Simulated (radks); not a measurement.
**Sn²⁺ in [Kr] 4d10 5s2: an all-electron calculation**

One table from this session's results is given with a row withheld; the runs are named, their logs left out.

The numbers are computed with radks (a radial shooting solver on a logarithmic mesh, Libxc functionals) version 1 (scalar-relativistic Kohn-Sham, BLYP, spin-unpolarised, spherical densities, point nucleus), except any that are marked as measured or tabulated.

### The atom as given

* element: tin (Z = 50)
* charge: +2
* electrons: 48
* configuration: [Kr] 4d10 5s2

The outer shells:

Sn²⁺
```
[Kr] core
4d [↑↓][↑↓][↑↓][↑↓][↑↓]
5s [↑↓]
```

The first run:

The run's settings:

```text
Z 50
configuration [Kr] 4d10 5s2
relativity scalar-relativistic
functional b88,lyp
spin unpolarised
nucleus point
c 137.035999084
```

One table of the session follows, with a row left open; its other results are not shown here.

It belongs to the step «Shells». From the orbitals of this run (lengths in bohr):

| level | <r> | outermost maximum (interpolated) | 90 % within | nodes |
| --- | --- | --- | --- | --- |
| 1s | 0.02905 | 0.0188 | 0.0522 | 0 |
| 2s | 0.1255 | 0.106 | 0.194 | 1 |
| 2p | 0.1096 | 0.0849 | 0.178 | 0 |
| 3s | 0.3394 | 0.308 | 0.499 | 2 |
| 3p | 0.3378 | 0.301 | 0.507 | 1 |
| 3d | 0.3146 | 0.251 | 0.496 | 0 |
| 4s | 0.8182 | 0.745 | 1.18 | 3 |
| 4p | 0.8854 | 0.788 | 1.30 | 2 |
| 4d | 1.093 | 0.886 | 1.70 | 1 |
| 5s | ? | ? | ? | ? |

**Question.** Estimate the row for 5s.

As computed: <r>: 2.220; outermost maximum (interpolated): 1.94; 90 % within: 3.23; nodes: 4. In the column «<r>» it is the highest.
